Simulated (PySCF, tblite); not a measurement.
# C3H13FSi3: geometry, infrared bands and NMR shifts

Wanted: the infrared bands and NMR shifts of C3H13FSi3 (`C[Si@@H](C[SiH3])C[SiH2]F`), by calculation.

The runs use tblite 0.8.0 and PySCF 2.14.0, with density-fitted response routines of our own; the level of theory stands in each step. All values are computed, except where a source is named. Atoms are numbered from 0 throughout.

### 1 The molecule as given

20 atoms, charge 0, multiplicity 1; geometry from: force field or distance geometry start.

Bonds of the start (Å): C0–Si1 1.85, Si1–C2 1.84, C2–Si3 1.84, Si1–C4 1.85, C4–Si5 1.87, Si5–F6 1.67, C0–H7 1.12, C0–H8 1.11, C0–H9 1.11, Si1–H10 1.50, C2–H11 1.12, C2–H12 1.13, Si3–H13 1.47, Si3–H14 1.46, Si3–H15 1.48, C4–H16 1.11, C4–H17 1.11, Si5–H18 1.46, Si5–H19 1.49.

### 2 Relaxing the molecule with GFN2-xTB

What the job is given:

```
{"job": {"kind": "relax", "xc": "GFN2-xTB", "basis": "xTB"}, "charge": 0, "multiplicity": 1}
C      0.546100    -2.033800    -0.171600
Si    -0.159600    -0.399500     0.321400
C      1.061200     0.898600     0.769400
Si     2.756400     0.689700     0.096700
C     -1.343900     0.190300    -0.972800
Si    -2.882900     0.767400    -0.085400
F     -4.183800    -0.135000    -0.623500
H     -0.327800    -2.719900    -0.289100
H      1.190700    -2.518200     0.589100
H      1.027600    -2.027300    -1.167500
H     -0.978700    -0.656700     1.546500
H      1.075500     1.002000     1.881200
H      0.645600     1.874600     0.389800
H      2.824800     0.882300    -1.356800
H      3.371200    -0.578700     0.480200
H      3.606100     1.745000     0.702800
H     -1.638000    -0.690900    -1.582600
H     -0.890800     0.989900    -1.590100
H     -3.028800     2.204100    -0.313200
H     -2.676200     0.526800     1.372600
```

On the command line:

```console
$ OMP_NUM_THREADS=1 python probes_run.py task.json out
```

This one command runs all jobs of the session in turn.

**Question.** This job is followed by: GFN2-xTB harmonic vibrations, gas phase; GIAO PBE0/pcSseg-1 NMR shielding, non-relativistic, gas phase. Predict these results of the whole session: strongest single infrared mode (GFN2-xTB); zero-point energy (GFN2-xTB); ¹³C shifts against TMS (PBE0/pcSseg-1); ¹H shifts against TMS (PBE0/pcSseg-1, means over atoms taken as alike); ²⁹Si shifts against TMS (PBE0/pcSseg-1); ¹⁹F shifts against CFCl3 (PBE0/pcSseg-1).

The runs gave:

| quantity | value |
| --- | --- |
| strongest single infrared mode (GFN2-xTB) | 2305 cm⁻¹, 437 km/mol |
| zero-point energy (GFN2-xTB) | 89.0 kcal/mol |
| ¹³C shifts against TMS (PBE0/pcSseg-1) | 3.0, -1.3, -8.1 ppm |
| ¹H shifts against TMS (PBE0/pcSseg-1, means over atoms taken as alike) | 5.26, 5.21, 4.71, 3.95, 0.53, 0.41, 0.19, -0.23, -0.53 ppm |
| ²⁹Si shifts against TMS (PBE0/pcSseg-1) | 7.8, -21.8, -79.8 ppm |
| ¹⁹F shifts against CFCl3 (PBE0/pcSseg-1) | -216.4 ppm |

In words: Over 228 steps the energy fell by 0.798 eV; of the close pairs, Si1–C2 changed most, 1.837 to 1.903 Å. No mode is imaginary among the 54: a minimum at this level. The strongest single mode, at 2305 cm⁻¹, moves mainly H18 and H19. Unscaled tight-binding wavenumbers are off by several per cent, some by more. Its intensities can rank the bands wrongly. At PBE0/pcSseg-1: The largest span, 131 ppm, is at Si5, where the paramagnetic term is -535 ppm.
